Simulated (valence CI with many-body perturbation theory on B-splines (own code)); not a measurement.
**Levels and ionisation energy of Re²⁶⁺**

Aim: the low levels of Re²⁶⁺, its ionisation energy, and how pure its levels are, set against NIST.

Method: configuration interaction of the valence electrons, many-body perturbation theory for a frozen closed Dirac-Fock core, no-pair Dirac Hamiltonian, B-spline basis. Code: an in-house CI+MBPT code version 3.

## 1. Starting point

| Property | Result |
| --- | --- |
| element | rhenium (Z = 75, A = 187) |
| charge | +26 |
| frozen core | [Kr] 4d10 |
| start configuration of the valence electrons | 4f3 |
| nuclear rms radius | 5.3698 fm |

## 2. The run

Input settings:

```ini
atom Re  Z=75  mass_number=187  rms_radius_fm=5.3698
core [Kr] 4d10
valence 4f3
avg = 1
basis = L
breit = 1
cap = 40000
capref = 1200
cscale = 1
de = 0.0
dress = 0
eps = 2e-08
h = 0.27
hh = 1
l2 = 3
lcore = 6
maxit = 60
n2 = 5
natural = 1
nlev = 60
nno = [5, 5, 6, 7, 5, 3, 2]
nroot = 26
nsp = [3, 3, 3, 2, 1, 0, 0]
pt2 = 1
qed = 1
rpa = 1
s1 = 1
s2 = 1
s3 = 1
screen = 1
tol = 2e-05
```

On the command line:

```sh
python run_cv.py task.json out
```

task.json holds these settings.

Output:

```text
rmax 5.5 intervals 59 orbitals 82 references ['4f3', '4f2 5s', '4f2 5p', '4f 5s2', '4f2 5d'] scf 4
2J=8 par=0 roots 2 ref 30 generators 3 cand 1186/1186 P 733/733 nnz 0 it 0
2J=8 par=0 roots 2 ref 30 generators 6 cand 483/483 P 984/984 nnz 0 it 0
   second order: generators 8 cand 232/232 e2 -0.00000 -0.00000
2J=4 par=0 roots 2 ref 45 generators 3 cand 1145/1145 P 829/829 nnz 0 it 0
2J=4 par=0 roots 2 ref 45 generators 4 cand 361/361 P 1038/1038 nnz 0 it 0
   second order: generators 7 cand 152/152 e2 -0.00000 -0.00000
2J=10 par=0 roots 2 ref 15 generators 3 cand 937/937 P 607/607 nnz 0 it 0
2J=10 par=0 roots 2 ref 15 generators 6 cand 345/345 P 758/758 nnz 0 it 0
   second order: generators 11 cand 194/194 e2 -0.00000 -0.00000
reference levels 725, estimated 91, window 1102803 1/cm; series limit 4192943, core excitation 1675455
2J=9 par=1 roots 8 ref 62 generators 7 cand 3817/11753 P 2256/8000 nnz 1.5e+07 it 6
2J=9 par=1 roots 8 ref 62 generators 10 cand 5149/15295 P 3132/10807 nnz 2.7e+07 it 6
   second order: generators 13 cand 7868/22086 e2 -0.00003 -0.00000
2J=11 par=1 roots 6 ref 46 generators 5 cand 4515/12859 P 2072/7232 nnz 1.3e+07 it 4
2J=11 par=1 roots 6 ref 46 generators 7 cand 3167/8173 P 2753/9446 nnz 2.2e+07 it 4
   second order: generators 12 cand 7553/23088 e2 -0.00003 -0.00000
2J=3 par=1 roots 7 ref 56 generators 9 cand 4807/11286 P 2480/6406 nnz 9.2e+06 it 5
2J=3 par=1 roots 7 ref 56 generators 10 cand 3314/7435 P 3301/8396 nnz 1.5e+07 it 5
   second order: generators 13 cand 6621/16277 e2 -0.00003 -0.00000
2J=13 par=1 roots 4 ref 27 generators 6 cand 3462/9372 P 2039/6020 nnz 8.8e+06 it 4
2J=13 par=1 roots 4 ref 27 generators 6 cand 2318/5877 P 2741/7963 nnz 1.5e+07 it 4
   second order: generators 9 cand 6077/18029 e2 -0.00002 -0.00000
2J=5 par=1 roots 8 ref 70 generators 8 cand 5480/15227 P 2409/7998 nnz 1.5e+07 it 4
2J=5 par=1 roots 8 ref 70 generators 9 cand 3831/9798 P 3330/10680 nnz 2.5e+07 it 4
   second order: generators 12 cand 8546/24603 e2 -0.00003 -0.00000
2J=15 par=1 roots 3 ref 16 generators 3 cand 1419/3724 P 1273/3857 nnz 4.3e+06 it 4
2J=15 par=1 roots 3 ref 16 generators 3 cand 968/2379 P 1648/4994 nnz 7.1e+06 it 5
   second order: generators 3 cand 593/1242 e2 -0.00000 -0.00000
2J=7 par=1 roots 8 ref 72 generators 8 cand 5559/16579 P 2152/8000 nnz 1.5e+07 it 5
2J=7 par=1 roots 8 ref 72 generators 9 cand 5642/16632 P 3193/11373 nnz 2.9e+07 it 5
   second order: generators 13 cand 10278/33574 e2 -0.00004 -0.00000
2J=1 par=1 roots 3 ref 30 generators 6 cand 3186/5055 P 2297/3777 nnz 2.9e+06 it 4
2J=1 par=1 roots 3 ref 30 generators 8 cand 2478/3807 P 2873/4791 nnz 4.5e+06 it 4
   second order: generators 10 cand 3206/4956 e2 -0.00002 -0.00000
2J=17 par=1 roots 1 ref 6 generators 1 cand 1129/2640 P 817/2246 nnz 0 it 4
2J=17 par=1 roots 1 ref 6 generators 1 cand 870/1912 P 1081/2929 nnz 2.6e+06 it 4
   second order: generators 1 cand 606/1229 e2 -0.00000 -0.00000
2J=7 par=0 roots 4 ref 58 generators 3 cand 3688/12331 P 2150/6628 nnz 9.2e+06 it 4
2J=7 par=0 roots 4 ref 58 generators 6 cand 7084/25192 P 3127/10285 nnz 2.2e+07 it 4
   second order: generators 16 cand 12889/44929 e2 -0.00003 -0.00001
2J=9 par=0 roots 4 ref 53 generators 3 cand 3462/11697 P 2158/6562 nnz 9.1e+06 it 4
2J=9 par=0 roots 4 ref 53 generators 5 cand 5310/19017 P 3133/10109 nnz 2.1e+07 it 4
   second order: generators 16 cand 11988/40070 e2 -0.00002 -0.00001
2J=3 par=0 roots 4 ref 42 generators 3 cand 3108/8042 P 2322/5382 nnz 5.9e+06 it 5
2J=3 par=0 roots 4 ref 42 generators 7 cand 4880/12372 P 3267/8075 nnz 1.3e+07 it 7
   second order: generators 14 cand 10435/26988 e2 -0.00003 -0.00001
2J=5 par=0 roots 4 ref 55 generators 3 cand 3610/11181 P 2287/6401 nnz 8.3e+06 it 5
2J=5 par=0 roots 4 ref 55 generators 8 cand 5427/16480 P 3241/9774 nnz 1.9e+07 it 5
   second order: generators 15 cand 10061/31355 e2 -0.00002 -0.00002
2J=11 par=0 roots 3 ref 41 generators 2 cand 3082/9717 P 1773/5502 nnz 6.9e+06 it 4
2J=11 par=0 roots 3 ref 41 generators 3 cand 3404/9855 P 2619/8437 nnz 1.6e+07 it 4
   second order: generators 10 cand 9035/29215 e2 -0.00002 -0.00002
2J=13 par=0 roots 2 ref 30 generators 2 cand 2375/7293 P 1604/4123 nnz 4.1e+06 it 4
2J=13 par=0 roots 2 ref 30 generators 3 cand 2971/8975 P 2243/6163 nnz 9.1e+06 it 4
   second order: generators 6 cand 4543/13573 e2 -0.00002 -0.00001
2J=1 par=0 roots 3 ref 23 generators 3 cand 2077/3459 P 2122/3435 nnz 2.4e+06 it 4
2J=1 par=0 roots 3 ref 23 generators 9 cand 3905/6299 P 2925/4846 nnz 4.5e+06 it 5
   second order: generators 14 cand 8669/14206 e2 -0.00002 -0.00001
left out: unestimated 1594845, estimated 1395706, shifts from estimates -10 to 54
```

Wall time 5 min (1 thread of AMD EPYC, shared host); peak memory 0.68 GiB.

In the log, the blocks before «reference levels» are the next ion; each later block is one J and parity (par 1 is odd): roots sought, reference size, generators, candidates and the variational space P (configurations/state functions), Hamiltonian entries, Davidson iterations; e2 is the second-order remainder in hartree. Σ1, Σ2 and Σ3 are the one-, two- and three-electron terms by which the core's correlation enters. In the settings nsp and nno count spectroscopic and correlating orbitals by l, and s1, s2, s3 switch or scale the Σ terms.

## 3. Levels

Levels from the run's result record, above the lowest; ° marks odd parity; each level is named by its leading configuration and LS term. The first 24 of 65 are listed.

```tsv
#	level	configuration weight	term weight	energy (cm⁻¹)	g	lifetime (s)
0	4f3 ⁴I° 9/2	1.00	0.81	0.0	0.762	-
1	4f3 ⁴I° 11/2	1.00	0.94	22664	0.969	2.32e-03
2	4f3 ⁴F° 3/2	1.00	0.61	36235	0.635	-
3	4f3 ⁴I° 13/2	1.00	0.90	41316	1.090	3.67e-03
4	4f3 ²H° 9/2	1.00	0.36	47103	1.010	1.84e-03
5	4f3 ⁴F° 5/2	1.00	0.67	51407	0.956	1.34e-02
6	4f3 ⁴I° 15/2	1.00	0.77	56999	1.163	9.54e-03
7	4f3 ⁴S° 3/2	1.00	0.60	57737	1.577	7.63e-03
8	4f3 ⁴F° 7/2	1.00	0.48	58542	1.063	1.29e-02
9	4f3 ⁴G° 5/2	1.00	0.70	59369	0.703	1.09e-02
10	4f3 ⁴G° 7/2	1.00	0.67	70164	1.045	4.23e-03
11	4f3 ⁴F° 9/2	1.00	0.60	75734	1.179	1.94e-03
12	4f3 ²K° 13/2	1.00	0.86	76860	0.953	1.23e-03
13	4f3 ²H° 11/2	1.00	0.66	77522	1.113	2.07e-03
14	4f3 ²D° 3/2	1.00	0.30	84324	1.149	1.56e-03
15	4f3 ²P° 1/2	1.00	0.61	86800	0.402	2.52e-03
16	4f3 ²G° 7/2	1.00	0.51	86859	1.003	1.56e-03
17	4f3 ⁴G° 9/2	1.00	0.82	88682	1.124	1.79e-03
18	4f3 ²L° 15/2	1.00	0.44	90418	1.034	1.55e-03
19	4f3 ²D° 5/2	1.00	0.45	92796	1.199	2.53e-03
20	4f3 ²H° 11/2	1.00	0.60	98324	1.077	4.51e-03
21	4f3 ⁴D° 3/2	1.00	0.39	101039	1.102	2.61e-03
22	4f3 ²D° 5/2	1.00	0.73	104108	1.203	1.50e-03
23	4f3 ⁴G° 11/2	1.00	0.49	109253	1.099	1.94e-03
```

## 4. The Hamiltonian term by term

The same run repeats the diagonalisation with simpler Hamiltonians; each column adds a term to the one before, and the last is the full result. Excitation energies in cm⁻¹:

```tsv
level	valence CI alone	+ Σ1	+ Σ2	+ Σ3	+ Breit	full, with QED
4f3 ⁴I° 11/2	22599	23149	23892	23956	22554	22664
4f3 ⁴F° 3/2	37955	38122	35344	35586	36225	36235
4f3 ⁴I° 13/2	41758	42663	43645	43729	41141	41316
4f3 ²H° 9/2	48006	48565	48377	48010	47010	47103
4f3 ⁴F° 5/2	53131	53622	51347	51411	51335	51407
4f3 ⁴I° 15/2	58211	59346	60274	60324	56785	56999
4f3 ⁴S° 3/2	58281	58964	57136	58161	57624	57737
4f3 ⁴F° 7/2	60120	60818	59799	59488	58426	58542
ionisation energy (eV)	830.140	833.769	839.863	839.894	839.838	839.897
```

## 5. A choice of lines

Listed are the E1 lines of largest gf, the fastest ones to the lowest level and a few forbidden lines. Rates are at computed energies, electric ones in the length gauge, E1 and E2 with static core polarisation; wavelengths are in vacuum.

```tsv
upper	lower	type	λ (nm)	A (1/s)	branching
50: 4f2 5s ²G 7/2	0: 4f3 ⁴I° 9/2	E1	9.479	1.87e+05	0.19
48: 4f2 5s ⁴F 9/2	0: 4f3 ⁴I° 9/2	E1	9.525	3.94e+04	0.05
47: 4f2 5s ⁴F 7/2	0: 4f3 ⁴I° 9/2	E1	9.547	3.28e+04	0.03
58: 4f2 5s ⁴P 3/2	7: 4f3 ⁴S° 3/2	E1	9.630	1.53e+06	0.61
63: 4f2 5s ²P 3/2	19: 4f3 ²D° 5/2	E1	9.687	9.61e+05	0.25
60: 4f2 5s ²I 11/2	12: 4f3 ²K° 13/2	E1	9.747	5.77e+05	0.29
59: 4f2 5s ²I 13/2	12: 4f3 ²K° 13/2	E1	9.756	2.57e+05	0.16
54: 4f2 5s ²D 5/2	7: 4f3 ⁴S° 3/2	E1	9.761	1.10e+06	0.64
63: 4f2 5s ²P 3/2	22: 4f3 ²D° 5/2	E1	9.794	1.10e+06	0.28
41: 4f2 5s ⁴H 7/2	0: 4f3 ⁴I° 9/2	E1	9.938	9.75e+04	0.41
60: 4f2 5s ²I 11/2	20: 4f3 ²H° 11/2	E1	9.955	2.96e+05	0.15
61: 4f2 5s ²P 1/2	21: 4f3 ⁴D° 3/2	E1	9.967	1.91e+06	0.46
60: 4f2 5s ²I 11/2	23: 4f3 ⁴G° 11/2	E1	10.06	5.72e+05	0.29
59: 4f2 5s ²I 13/2	26: 4f3 ²I° 13/2	E1	10.19	8.44e+05	0.52
52: 4f2 5s ²H 11/2	26: 4f3 ²I° 13/2	E1	10.56	5.23e+05	0.45
21: 4f3 ⁴D° 3/2	19: 4f3 ²D° 5/2	M1	1213	1.28e+01	0.03
9: 4f3 ⁴G° 5/2	5: 4f3 ⁴F° 5/2	M1	1256	3.53e+00	0.04
8: 4f3 ⁴F° 7/2	5: 4f3 ⁴F° 5/2	M1	1401	3.45e+00	0.04
7: 4f3 ⁴S° 3/2	5: 4f3 ⁴F° 5/2	M1	1580	1.65e+00	0.01
```

## 6. Summary of results

| quantity | computed | tabulated |
| --- | --- | --- |
| lowest level | 4f3 ⁴I° 9/2 | 4f3 ⁴I°9/2 |
| first excitation | 4f3 ⁴I° 11/2, 22664 cm⁻¹ | - |
| ionisation energy, to 4f2 ³H J = 4 | 839.90 eV | 860 ± 40 eV (tabulated theoretical) |
| hyperfine A/(μ/I) of the lowest level | 4592 MHz | - |
| no level missing from the run's list below | 1340360 cm⁻¹ | - |

What this shows: The ionisation energy is 20.1 eV (2.34 %) below the NIST entry, whose uncertainty is 40 eV. Of the added terms Σ2 moves the ionisation energy most, by +6.09 eV. The lowest level is 100 % 4f3. Cautions: by estimate large intervals hold to a few tenths of a per cent, small ones and the rates on them less well.
